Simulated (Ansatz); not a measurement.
# BH5O2Si: the cost of one run

All numbers are computed with the Python package of Ansatz 0.2.0. Level of theory: MP2/def2-SVPD.

## Step 1: The structure

Bond lengths: O1–B2 1.428 Å, B2–O3 1.434 Å, B2–Si4 1.888 Å, O1–H5 1.048 Å, O3–H6 1.008 Å, Si4–H7 1.499 Å, Si4–H8 1.444 Å, Si4–H9 1.545 Å. Angles: O1–B2–O3 119.4°, O1–B2–Si4 121.4°, O3–B2–Si4 119.1°, B2–O1–H5 104.1°, B2–O3–H6 105.8°, B2–Si4–H7 109.3°, B2–Si4–H8 112.0°, B2–Si4–H9 109.8°, H7–Si4–H8 109.4°, H7–Si4–H9 106.6°, H8–Si4–H9 109.6°.

Input file bh5o2si.xyz:

```xyz
9

O     0.18610    0.92490   -1.60230
B     0.35840    0.49620   -0.25110
O     1.35630    1.12520    0.56490
Si   -0.63050   -0.94720    0.45750
H    -0.54280    1.67480   -1.54190
H     2.21030    0.61700    0.39480
H    -1.63310   -1.40770   -0.55740
H     0.21780   -2.05460    0.82890
H    -1.43390   -0.47500    1.68950
```

## Step 2: Script

File bh5o2si_field.py:

```python
"""Dipole of BH5O2Si in the field of point charges."""

import ansatz as az
import numpy as np

SETTINGS = {
    "basis_set": "def2-SVPD",
    "level": "mp2",
}


def main() -> None:
    bh5o2si = az.Crystal.molecule_from_extxyz("bh5o2si.xyz")

    base = bh5o2si.calculation().basis(gaussian=SETTINGS["basis_set"]).correlation(SETTINGS["level"]).forces()
    # charges +q and -q at -R and +R make a nearly even field 2 k q / R^2 at the centre
    centre = np.mean([site.position_ang for site in bh5o2si.cartesian_sites], axis=0)
    field = 2 * 14.399645 * 2.0 / 40.0 ** 2


    def dipole(axis, sign):
        arm = 40.0 * np.eye(3)[axis]
        pair = [{"charge": sign * 2.0, "position_ang": (centre - arm).tolist()}, {"charge": -sign * 2.0, "position_ang": (centre + arm).tolist()}]
        deck = base.input().set(az.key.basis.gaussian.point_charges, pair)
        return np.array(az.Session.from_dict(deck).plan().execute().report["charge_distribution"]["dipole_moment_e_ang"])


    print(f"field {field:.4f} V/A")
    alpha = np.array([(dipole(axis, 1) - dipole(axis, -1)) / (2 * field) * 14.399645 for axis in range(3)])
    print("polarisability tensor (A^3)")
    print(np.array2string(alpha, precision=3, suppress_small=True))
    print(f"mean {np.trace(alpha) / 3:.3f} A^3 = {np.trace(alpha) / 3 / 0.14818471:.2f} bohr^3")


if __name__ == "__main__":
    main()
```

## Step 3: What the engine is handed

The engine receives this input (first run):

```yaml
crystal:
  periodic: [false, false, false]
  atoms:
    - { symbol: O, position_ang: [0.1861, 0.9249, -1.6023] }
    - { symbol: B, position_ang: [0.3584, 0.4962, -0.2511] }
    - { symbol: O, position_ang: [1.3563, 1.1252, 0.5649] }
    - { symbol: Si, position_ang: [-0.6305, -0.9472, 0.4575] }
    - { symbol: H, position_ang: [-0.5428, 1.6748, -1.5419] }
    - { symbol: H, position_ang: [2.2103, 0.617, 0.3948] }
    - { symbol: H, position_ang: [-1.6331, -1.4077, -0.5574] }
    - { symbol: H, position_ang: [0.2178, -2.0546, 0.8289] }
    - { symbol: H, position_ang: [-1.4339, -0.475, 1.6895] }
basis:
  gaussian:
    orbitals: def2-SVPD
    point_charges:
      - { charge: 2.0, position_ang: [-39.99015555555555, -0.005155555555555568, -0.0019000000000000375] }
      - { charge: -2.0, position_ang: [40.00984444444445, -0.005155555555555568, -0.0019000000000000375] }
correlation:
  method: mp2
output:
  forces: true
```

## Step 4: Running it

Command:

```sh
python bh5o2si_field.py
```

What time and memory should one allow on 1 thread of Arm Neoverse V2, shared host?

About 33 s, with a peak of 0.43 GiB.
